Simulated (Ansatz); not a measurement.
# Si5Se: the cost of one run

Program: Ansatz 0.2.0. Level of theory: DFT PBE, scalar-relativistic, plane waves, PAW. These are calculated values, not measurements.

## Step 1: The starting structure

It takes space group P-62m (No. 189, hexagonal). The conventional cell has a = 4.778 Å, b = 4.778 Å, c = 6.029 Å, α = 90.00°, β = 90.00°, γ = 120.00°. Si (site symmetry m2m) has 2 Si at 1.58 Å as nearest neighbours. Si (site symmetry -6) is surrounded by 3 Si at 1.58 Å. Se (site symmetry -62m) is surrounded by 6 Si at 3.42 Å.

As a file:

```cif
data_structure
_symmetry_space_group_name_H-M 'P 1'
_symmetry_Int_Tables_number 1
_cell_length_a 4.7781
_cell_length_b 4.7781
_cell_length_c 6.0293
_cell_angle_alpha 90.000
_cell_angle_beta 90.000
_cell_angle_gamma 120.000
_cell_volume 119.21
loop_
_atom_site_label
_atom_site_type_symbol
_atom_site_fract_x
_atom_site_fract_y
_atom_site_fract_z
_atom_site_occupancy
Si1 Si 0.33944 0.00000 0.00000 1
Si2 Si 0.00000 0.33944 0.00000 1
Si3 Si 0.66056 0.66056 0.00000 1
Si4 Si 0.33333 0.66667 0.00000 1
Si5 Si 0.66667 0.33333 0.00000 1
Se1 Se 0.00000 0.00000 0.50000 1
```

A structure generator made this guess: random cell by space group and Wyckoff sites (P-62m, No. 189). Its size is a rough estimate.

## Step 2: Probe: one point on a coarse mesh

File input.yaml:

```yaml
crystal:
  lattice:
    - [4.77805976, 0.0, 0.0]
    - [-2.38902988, 4.13792113, 0.0]
    - [0.0, 0.0, 6.02931623]
  atoms:
    - { symbol: Si, position: [0.33944106, 0.0, 0.0] }
    - { symbol: Si, position: [0.0, 0.33944106, 0.0] }
    - { symbol: Si, position: [0.66055894, 0.66055894, 0.0] }
    - { symbol: Si, position: [0.33333333, 0.66666667, 0.0] }
    - { symbol: Si, position: [0.66666667, 0.33333333, 0.0] }
    - { symbol: Se, position: [0.0, 0.0, 0.5] }
basis:
  ecutwfc: 420
kpoints:
  mp_grid: { grid: [6, 6, 4] }
hamiltonian:
  xc: pbe
scf:
  occupations: { method: gaussian, width: 0.1 }
  lower_state_search: "off"
output:
  forces: true
  stress: true
  eigenvalues: true
```

Started as:

```bash
$ ansatz run input.yaml --threads 1 --pin off --max-ram 2560MiB --backend cpu --events-out ev --progress --plain --runs-dir out
```

**Question.** How long does this run take on 1 thread of Arm Neoverse V2, shared host, and how much memory does it need?

About 6.6 s, with a peak of 0.33 GiB.
